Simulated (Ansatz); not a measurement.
# PtF2: one candidate of a structure search

Aim: relax a trial structure of PtF2 and see where it ends.

Program: Ansatz 0.2.0. Level of theory: DFT PBE, scalar-relativistic, plane waves, PAW. These are calculated values, not measurements.

## Step 1: The structure to begin with

Symmetry: P6_3/mmc, No. 194, hexagonal system. Conventional cell: a = 4.325 Å, b = 4.325 Å, c = 5.685 Å, α = 90.00°, β = 90.00°, γ = 120.00°. Pt (site symmetry -6m2) is surrounded by 11 F at 2.50 to 2.87 Å. F (site symmetry -3m) is surrounded by 8 F at 2.84 to 2.87 Å and 6 Pt at 2.87 Å. F (site symmetry -6m2) has 5 Pt at 2.50 to 2.84 Å as nearest neighbours.

As a file:

```
Pt F
1.0
     4.32502    0.00000    0.00000
    -2.16251    3.74558    0.00000
     0.00000    0.00000    5.68536
Pt F
2 4
Cartesian
  2.1625 1.2485 1.4213
  0.0000 2.4971 4.2640
  0.0000 0.0000 0.0000
  0.0000 2.4971 1.4213
  2.1625 1.2485 4.2640
  0.0000 0.0000 2.8427
```

Recipe of the guess: species swapped into a database cell of Yb2Sn (P6_3/mmc, No. 194), with F on the Yb sites and Pt on the Sn sites. Its size is a rough estimate.

## Step 2: The guess as it stands, on a coarse mesh

input.yaml reads:

```yaml
crystal:
  lattice:
    - [4.32501954, 0.0, 0.0]
    - [-2.16250977, 3.74557679, 0.0]
    - [0.0, 0.0, 5.68535653]
  atoms:
    - { symbol: Pt, position: [0.66666667, 0.33333333, 0.25] }
    - { symbol: Pt, position: [0.33333333, 0.66666667, 0.75] }
    - { symbol: F, position: [0.0, 0.0, 0.0] }
    - { symbol: F, position: [0.33333333, 0.66666667, 0.25] }
    - { symbol: F, position: [0.66666667, 0.33333333, 0.75] }
    - { symbol: F, position: [0.0, 0.0, 0.5] }
basis:
  ecutwfc: 420
kpoints:
  mp_grid: { grid: [6, 6, 4] }
hamiltonian:
  xc: pbe
scf:
  occupations: { method: gaussian, width: 0.1 }
  lower_state_search: "off"
output:
  forces: true
  stress: true
  eigenvalues: true
```

Command:

```sh
$ ansatz run input.yaml --threads 1 --pin off --max-ram 2560MiB --backend cpu --events-out ev --progress --plain --runs-dir out
```

Further runs follow: spin check on a coarse mesh; a loose first relaxation; final relaxation.

What does the calculation give? Wanted: conventional cell; volume; energy over the elements; gap on the mesh; total moment.

As calculated:

| quantity | value |
| --- | --- |
| symmetry at the end (tolerance 0.05 Å) | space group P6_3/mmc (No. 194) |
| conventional cell | a = 3.813 Å, b = 3.813 Å, c = 6.129 Å, α = 90.00°, β = 90.00°, γ = 120.00° |
| volume | 12.86 Å³/atom |
| energy over the elements (uncorrected; H, N, O, F and Cl as molecules) | -0.11 eV/atom |
| gap on the mesh | none (metal) |
| total moment | 3.74 μB/cell |

What this shows: The space group P6_3/mmc (No. 194) is kept, and the volume per atom shrinks by 16.2 % from the first guess. It lies below the elements, which doesn't yet make it stable: competing phases were not computed in this session. No finished test with a distortion of lower symmetry is shown, so the end may be a saddle point. The runs treat Pt without spin-orbit coupling. Other magnetic orders were not searched.
